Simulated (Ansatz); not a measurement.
# ClTi: the cost of one run

Computed with Ansatz 0.2.0, Gaussian basis. Level: def2-TZVPP, core rule «outside noble gas», up to 14 orbitals frozen.

The runs, in order: UHF; ROHF; CCSD(T) on UHF.

### 1 What is computed

The geometry is a PBE0/def2-TZVP stationary point (not a proven minimum) of the parent state, kept for this charge and spin.

2 atoms, charge 0, spin multiplicity 4.

Atoms are counted from 1 here; the program's logs count them from 0.

No contacts short enough for the rule that draws bonds.

### 2 UHF

File in.yaml:

```yaml
crystal:
  periodic: [false, false, false]
  atoms:
    - {symbol: Ti, position_ang: [0.000000, 0.000000, 0.000000]}
    - {symbol: Cl, position_ang: [0.000000, 0.000000, 3.280600]}
basis:
  gaussian: {orbitals: def2-TZVPP}
magnetization: {spin_polarized: true, initial_magnetization: 3}
hamiltonian: {xc: hf}
output: {orbitals: {seedname: orbitals}}
```

The run is started by

```
$ ansatz run in.yaml --threads 1 --pin off --events-out ev --progress --plain --max-ram 2816MiB --backend cpu
```

What time and memory should one allow on 1 thread of AMD EPYC 7R13, shared host?

About 26 s, with a peak of 0.35 GiB.
